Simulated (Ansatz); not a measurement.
Run this with the Ansatz DFT code, driven from Python and show what comes out.

Contents of `al.cif`:
```cif
data_Al
_cell_length_a 2.812455
_cell_length_b 2.812455
_cell_length_c 4.866850
_cell_angle_alpha 90.00000
_cell_angle_beta 90.00000
_cell_angle_gamma 120.00000
_symmetry_space_group_name_H-M 'P 1'
_symmetry_Int_Tables_number 1
loop_
_symmetry_equiv_pos_as_xyz
'x, y, z'
loop_
_atom_site_label
_atom_site_type_symbol
_atom_site_fract_x
_atom_site_fract_y
_atom_site_fract_z
Al1 Al    0.666667    0.333333    0.750000
Al2 Al    0.333333    0.666667    0.250000
```

The script, `al_slab.py`:
```python
"""A surface of Al: energy and work function."""

import logging
import sys

import ansatz as az
from ase.build import surface
from ase.io import read
import numpy as np

logging.basicConfig(stream=sys.stdout, format="[%(levelname)s] %(message)s")
logger = logging.getLogger("al")
logger.setLevel(logging.INFO)


def main() -> None:
    atoms = read("al.cif")
    # the plane is named in the basis of this cell
    slab = surface(atoms, (0, 0, 1), 2, vacuum=6.0)
    slab.pbc = (True, True, False)

    print(slab.get_chemical_formula(), "area {:.3f} A^2, cell height {:.2f} A".format(np.linalg.norm(np.cross(slab.cell[0], slab.cell[1])), slab.cell[2, 2]))


    def common(structure):
        return (
            az.Crystal.from_ase(structure).calculation()
            .functional("r2scan", dispersion="d4")
            .basis(56 * az.Ry)
            .occupations(az.OccupationsMethod.FERMI_DIRAC, width=0.3)
            .mixing("broyden")
            .scf(max_iterations=150)
        )


    calc = common(slab).kpoints(7, 7, 1).relax(force_tolerance=0.03, max_steps=30)
    out = calc.run(threads=1)
    data = out.report

    logger.info(f"slab free energy {data['free_energy_ev']:.4f} eV, Fermi level {data['fermi_energy_ev']:.3f} eV")
    print("vacuum reading:", {k: round(v, 3) for k, v in data.get("vacuum", {}).items() if isinstance(v, float)})

    # surface energy from the bulk energy at the same settings
    bulk = common(atoms).kpoints(9, 9, 5).run(threads=1).report
    excess = data["free_energy_ev"] - bulk["free_energy_ev"] * len(slab) / len(atoms)
    area = np.linalg.norm(np.cross(slab.cell[0], slab.cell[1]))
    logger.info(f"mean surface energy {excess / (2 * area) * 16.02177:.3f} J/m^2 ({1000 * excess / (2 * area):.1f} meV/A^2)")

    logger.info("atom   z before  z after (A)")
    for atom, site in zip(slab, out.lattice.sites):
        logger.info(f"{atom.symbol:3s} {atom.z:9.3f} {site.position_ang[2]:9.3f}")


if __name__ == "__main__":
    main()
```

Running `python al_slab.py` prints:
```text
Al4 area 6.850 A^2, cell height 19.30 A
DeckWarning: crystal.periodic: the lattice vector that does not repeat stood 0.000° off the slab's normal, 19.300 Å along it as the deck builds it. The run solves the slab on a vector along the normal, 38.401 Å long, with every atom where it was (on the deck's vector they left 12.00 Å outside them, and the widest stretch free of ions among them is 2.43 Å). A fractional position that the run reports is one of the run's cell, which starts as this one, and not of the deck's: it goes into a deck [...]
DeckWarning: the atoms were moved onto the symmetric positions of the space group found under crystal.symmetry.tolerance 1.0e-5 (fractional; no operation is sought that the atoms, as they stand in a round, miss by more than twice it, and no atom is moved by as much as it), and the run uses the moved positions. Before a round's move an operation carried an atom to 2.81e-6 Å from where it should land, the largest such distance. Atom 0 (counting from 0) moved farthest, by 1.62e-6 Å; the longest [...]
[INFO] slab free energy -2161.3263 eV, Fermi level -4.130 eV
vacuum reading: {'free_states_from_ev': -0.0, 'bound_up_to_ev': -0.0}
[INFO] mean surface energy 0.984 J/m^2 (61.4 meV/A^2)
[INFO] atom   z before  z after (A)
[INFO] Al      8.433     8.508
[INFO] Al      6.000     6.205
[INFO] Al     13.300    13.096
[INFO] Al     10.867    10.793
```
(Warnings from the package without file and line, shortened, repeats left out.)

The settings weren't tested for convergence. Dispersion corrections can be off by several per cent in the lattices of metals, and by several GPa in the pressure at a fixed cell. For a metal this k-point mesh is coarse: on a finer one energies can move by several to tens of meV an atom and pressures by half a GPa or more, differences at one mesh by less. The zero of the levels is a convention of the potentials, so an absolute Fermi energy is no work function. A Fermi-Dirac width this large means warm electrons, whose thermal share enters the free energy. This isn't the structure that Al takes at ambient conditions. The slab is thin and cut from the structure as given; a cut can leave two unlike or polar faces, and the surface energy is then their mean. Miller indices refer to the vectors of the cell as typed, and the lattice isn't relaxed for this functional, so relaxation and surface energy can hold strain. The whole script took 40 s on 1 thread of Arm Neoverse V2 (shared host), peak memory 1.7 GiB.

(Lines on the test bed's own set-up are left out of the output.)
